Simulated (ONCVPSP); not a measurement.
**Zn: generating and testing an ONCV potential**

Aim: build the potential from the settings below, then test how well it stands in for the atom: other configurations, scattering, ghost states and the plane-wave cutoff that it needs.

The numbers are computed with ONCVPSP 4.0.1.1 (patched build) (PBE, scalar-relativistic, spin-unpolarised reference atom).

### 1 Starting point

The settings as typed:

```
element                 : zinc (Zn, Z = 30)
type                    : optimised norm-conserving Vanderbilt (ONCV)
frozen core             : [Ar]
valence charge          : 12
reference configuration : 3d10 4s2
partial waves           : 4s: rc 2.25 bohr, ncon 4, nbas 8, qcut 2.8 1/bohr, 2 projectors, debl 2.1 Ha; p scattering state at 0.02 Ha: rc 2.25 bohr, ncon 4, nbas 8, qcut 3.6 1/bohr, 2 projectors, debl 2.7 Ha; 3d: rc 1.30 bohr, ncon 4, nbas 8, qcut 14.6 1/bohr, local
local potential         : the d channel
core correction         : Teter function, fcfact 3.75, rcfact 1.8
```

An earlier all-electron run gives the scale for the radii.

All-electron outer shells of the reference configuration (PBE, scalar-relativistic, ld1.x):

```csv
shell,level (eV),outermost node (bohr),outermost maximum (bohr)
3p,-83.40,0.25,0.59
3d,-10.14,–,0.57
4s,-5.98,0.85,2.09
4p,-1.12,0.92,3.08
```

### 2 Generating the potential

Contents of Zn.dat:

```
# ATOM AND REFERENCE CONFIGURATION
# atsym  z   nc   nv     iexc    psfile
  Zn 30.00    5    2        4      upf
#
#   n    l    f
    1    0    2.00
    2    0    2.00
    2    1    6.00
    3    0    2.00
    3    1    6.00
    3    2   10.00
    4    0    2.00
#
# PSEUDOPOTENTIAL AND OPTIMIZATION
# lmax
    2
#
#   l,   rc,      ep,       ncon, nbas, qcut
    0    2.25    0.00    4    8    2.80
    1    2.25    0.02    4    8    3.60
    2    1.30    0.00    4    8   14.60
#
# LOCAL POTENTIAL
# lloc, lpopt,  rc(5),   dvloc0
    2    5    1.30    0.00
#
# VANDERBILT-KLEINMAN-BYLANDER PROJECTORs
# l, nproj, debl
    0    2    2.10
    1    2    2.70
    2    0    2.20
#
# MODEL CORE CHARGE
# icmod, fcfact, rcfact
    3    3.75    1.80
#
# LOG DERIVATIVE ANALYSIS
# epsh1, epsh2, depsh
   -2.00    5.00    0.02
#
# OUTPUT GRID
# rlmax, drl
    6.00    0.01
#
# TEST CONFIGURATIONS
# ncnf
    4
# nvcnf
#   n    l    f
    2
    3    2   10.00
    4    0    1.00
#
    2
    3    2   10.00
    4    0    0.00
#
    2
    3    2    9.00
    4    0    0.00
#
    3
    3    2   10.00
    4    0    1.00
    4    1    1.00
#
```

Run with:

```sh
$ oncvpsp.x < Zn.dat > Zn.out
```

Q: Predict the outcome of this session. Wanted: cutoffs for 1 and 0.1 mHa per electron, occupied waves; bound ghosts; GHOST(+) flags; largest test error; largest phase difference near zero energy, channels read; rms error of d²Exc/dn², without and with the model core; projector energies reset by the program.

As calculated:

| quantity | value |
| --- | --- |
| cutoffs for 1 and 0.1 mHa per electron, occupied waves | 72 Ha and 81 Ha |
| bound ghosts | s at -173.06 eV |
| GHOST(+) flags | p at 2 eV |
| largest test error (AE − PS) | -302 meV, for 3d9 4s0 (1 test unsolved) |
| largest phase difference near zero energy, channels read | 0.018 rad |
| rms error of d²Exc/dn², without and with the model core | 7.96 and 1.29 mHa |
| projector energies reset by the program | p: 0.050, 2.750 Ha |

What this shows: It has a bound ghost (s), a state that the atom doesn't have, and that rules the file out. By total energies transferability is poor: the largest error is 302 meV on 68.9 eV, for 3d9 4s0. That test lies far up in energy; among those under 40 eV, nearer to bonding, the largest error is 17 meV. Of the tests 1 gave no usable energy difference, which is a warning in itself. By its cutoff, 72 Ha for the looser tolerance, it is very hard. At the looser tolerance the 3d wave is the slowest; 4s needs 8 Ha. Near zero energy the phases of the channels with partial waves agree within 0.018 rad. The program also flags highly localised states, GHOST(+) (p).
